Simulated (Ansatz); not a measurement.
Predict the output of the script below (Ansatz 0.2.0 through its Python package).

`opt_cuho.py`:
```python
'''Relax the CuHO molecule.'''

import ansatz as az
import numpy as np


def main() -> None:
    geometry_ang = [
        ('O', (-0.3689, -0.4469, -0.2588)),
        ('Cu', (1.3568, -0.0136, 0.7439)),
        ('H', (-0.9988, 0.3957, -0.4983)),
    ]
    mol = az.Crystal.molecule()
    for symbol, xyz in geometry_ang:
        mol = mol.atom(symbol, xyz)

    job = mol.calculation().basis(gaussian='def2-SVP').correlation('mp2')
    symbols = [site.symbol for site in mol.cartesian_sites]
    start = np.array([site.position_ang for site in mol.cartesian_sites], dtype=float)
    summary = job.relax(force_tolerance=0.01, max_steps=100).run().report
    end = np.array(summary['positions_ang'])

    print(f'E = {summary["free_energy_ev"]:.6f} eV = {summary["free_energy_ev"] / 27.211386246:.7f} Ha')
    print('converged:', summary['converged'], ' doubts:', summary['published_state_doubts'] or 'none')

    print('final positions (A) and the move of each atom')
    for symbol, xyz, old in zip(symbols, end, start):
        print(f'{symbol:2s} {xyz[0]:10.5f} {xyz[1]:10.5f} {xyz[2]:10.5f}   {np.linalg.norm(xyz - old):7.4f}')

    charges = summary['charge_distribution']
    print('dipole moment', round(4.803205 * float(np.linalg.norm(charges['dipole_moment_e_ang'])), 3), 'D')
    print('Mulliken:', [(s, round(q, 3)) for s, q in zip(symbols, charges['mulliken_charges_e'])])
    with open('cuho_opt.xyz', 'w') as handle:
        handle.write(f'{len(symbols)}\nrelaxed CuHO\n')
        handle.writelines(f'{s:2s} {x:11.6f} {y:11.6f} {z:11.6f}\n' for s, (x, y, z) in zip(symbols, end))


if __name__ == '__main__':
    main()
```

Output of `python opt_cuho.py`:
```text
E = -46657.526379 eV = -1714.6324688 Ha
converged: True  doubts: none
final positions (A) and the move of each atom
O    -0.34069   -0.44973   -0.24366    0.0321
Cu    1.14926    0.01121    0.63304    0.2366
H    -0.81947    0.37371   -0.40257    0.2045
dipole moment 4.59 D
Mulliken: [('O', -0.563), ('Cu', 0.398), ('H', 0.165)]
```

`cuho_opt.xyz`, as written:
```text
3
relaxed CuHO
O    -0.340694   -0.449728   -0.243664
Cu    1.149265    0.011213    0.633037
H    -0.819470    0.373715   -0.402573
```

Caveats:
- Total energies depend on the basis set; only differences at equal settings carry meaning.
- The end point is the stationary point reached from this start; no frequency run checks that it is a minimum, and the basis set is modest.
- The whole script took 6.7 s on 1 thread of Arm Neoverse V2, with other jobs on the host, peak memory 0.18 GiB.

(Lines on the test bed's own set-up are left out of the output.)
